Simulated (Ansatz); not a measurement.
**C2H7FInN: up Jacob's ladder to CCSD(T)**

How much do the methods differ for C2H7FInN? The plan is to run it at one geometry with functionals of several rungs and with coupled cluster, and see how far each lands from CCSD(T) at the basis-set limit for the atomisation energy.

Program: Ansatz 0.2.0, Gaussian basis. Level of theory: functionals in def2-TZVPP, the program's frozen cores in correlated methods. These are calculated values, not measurements.

The runs, in order: LDA (SPW92), PBE-D4, revPBE-D4, BLYP-D4, r2SCAN-D4, B97M-V, PBE0-D4, B3LYP-D4, r2SCANh-D4, r2SCAN0-D4, HSE06-D4, BHLYP-D4, CAM-B3LYP-D4, LC-ωPBE, ωB97X-V, ωB97M-V, B2PLYP, PBE-QIDH; CCSD(T)/def2-SVP; CCSD(T)/def2-TZVPP; MP2/def2-QZVPP; extrapolation to the limit; RPA on PBE.

## Step 1: Structure used throughout

An earlier PBE0-D4 in a triple-zeta def2 set relaxation fixed the geometry. In takes the def2 core potential; no spin-orbit term is included.

12 atoms, charge 0, spin multiplicity 1.

Atoms are counted from 1 here; the program's logs count them from 0.

Bond lengths: C1–N2 1.442 Å, C1–H6 1.098 Å, C1–H7 1.093 Å, C1–H8 1.098 Å, N2–In3 1.991 Å, N2–H9 1.008 Å, In3–C4 2.121 Å, In3–F5 1.969 Å, C4–H10 1.089 Å, C4–H11 1.090 Å, C4–H12 1.090 Å. Angles: N2–C1–H6 112.6°, N2–C1–H7 110.5°, N2–C1–H8 112.5°, H6–C1–H7 106.7°, H6–C1–H8 107.5°, H7–C1–H8 106.7°, C1–N2–In3 129.6°, C1–N2–H9 113.8°, In3–N2–H9 116.6°, N2–In3–C4 138.1°, N2–In3–F5 105.3°, C4–In3–F5 116.7°, In3–C4–H10 108.4°, In3–C4–H11 110.1°, In3–C4–H12 110.0°, H10–C4–H11 109.7°, H10–C4–H12 109.6°, H11–C4–H12 108.9°.

## Step 2: LDA

This LDA is Slater exchange with PW92 correlation.

Input file in.yaml:

```yaml
crystal:
  periodic: [false, false, false]
  atoms:
    - {symbol: C, position_ang: [-1.715852, -0.070020, 1.336503]}
    - {symbol: N, position_ang: [-0.622664, 0.812290, 1.009381]}
    - {symbol: In, position_ang: [0.842743, 0.579138, -0.317809]}
    - {symbol: C, position_ang: [1.477166, -0.870359, -1.730823]}
    - {symbol: F, position_ang: [1.933503, 2.212915, -0.177798]}
    - {symbol: H, position_ang: [-2.696420, 0.384307, 1.142156]}
    - {symbol: H, position_ang: [-1.665935, -0.980816, 0.733921]}
    - {symbol: H, position_ang: [-1.701272, -0.385735, 2.388035]}
    - {symbol: H, position_ang: [-0.619323, 1.669760, 1.538704]}
    - {symbol: H, position_ang: [2.355289, -0.485847, -2.247139]}
    - {symbol: H, position_ang: [0.683277, -1.064370, -2.451660]}
    - {symbol: H, position_ang: [1.729488, -1.801273, -1.223461]}
basis:
  gaussian: {orbitals: def2-TZVPP}
hamiltonian: {xc: lda}
output: {orbitals: {seedname: orbitals}}
```

The run is started by

```bash
$ ansatz run in.yaml --threads 2 --pin off --events-out ev --progress --plain --max-ram 32768MiB --backend cpu
```

Further steps of the session: PBE-D4 (GGA); revPBE-D4 (GGA); BLYP-D4 (GGA); r2SCAN-D4 (meta-GGA); B97M-V (meta-GGA); B3LYP-D4 (hybrid); r2SCANh-D4 (hybrid); r2SCAN0-D4 (hybrid); HSE06-D4 (hybrid); BHLYP-D4 (hybrid); CAM-B3LYP-D4 (range-separated); LC-ωPBE (range-separated); ωB97X-V (range-separated); ωB97M-V (range-separated); B2PLYP (double hybrid); PBE-QIDH (double hybrid); CCSD(T) in def2-SVP; CCSD(T) in def2-TZVPP; MP2 in def2-QZVPP; RPA on PBE orbitals.

Q: Predict the results of all the runs planned. Wanted: atomisation energy, CCSD(T)/CBS; farthest beyond LDA; mean size of error, GGA; mean size of error, meta-GGA; mean size of error, hybrid; mean size of error, range-separated; mean size of error, double hybrid; gap, smallest and largest; T1 diagnostic.

The runs gave:

| quantity | value |
| --- | --- |
| atomisation energy, CCSD(T)/CBS | 4173.2 kJ/mol |
| functionals within 41.7 kJ/mol (1.0 %) | BLYP-D4, r2SCAN-D4, B97M-V, PBE0-D4, B3LYP-D4, HSE06-D4, CAM-B3LYP-D4, LC-ωPBE, ωB97X-V, ωB97M-V |
| farthest beyond LDA | BHLYP-D4 (-155.0 kJ/mol) |
| mean size of error, GGA | 47.0 kJ/mol |
| mean size of error, meta-GGA | 26.0 kJ/mol |
| mean size of error, hybrid | 64.1 kJ/mol |
| mean size of error, range-separated | 5.8 kJ/mol |
| mean size of error, double hybrid | 61.2 kJ/mol |
| gap, smallest and largest | 3.54 eV (BLYP-D4), 10.57 eV (LC-ωPBE) |
| T1 diagnostic | 0.0145 |
| triples share of the correlation energy | 3.4 % |

**Reading.** The LDA atomisation energy is off by 584.4 kJ/mol (14 %): it overbinds. PBE-D4 is off by +55.4 kJ/mol. Double hybrids carry the basis error of their MP2 part in triple zeta, and no dispersion term here, so their miss is partly the set-up's. The rungs range-separated, meta-GGA miss on average by less than the doubt on the reference (41.7 kJ/mol), so they tie. The reference freezes the cores and leaves out spin-orbit coupling and excitations past (T), and its outer-core shells are covered unevenly, so misses under about 41.7 kJ/mol can't be ranked. All levels share the lack of spin-orbit coupling, which lowers the free heavy atoms and so the true binding. Hartree-Fock recovers 71 % of the binding; the rest is correlation. CCSD(T) in def2-SVP is off by -261.0 kJ/mol, which most functionals beat. Orbital gaps span 3.5 to 10.6 eV; exact exchange widens them. Correlated methods include outer-core shells of In, which these sets cover unevenly.
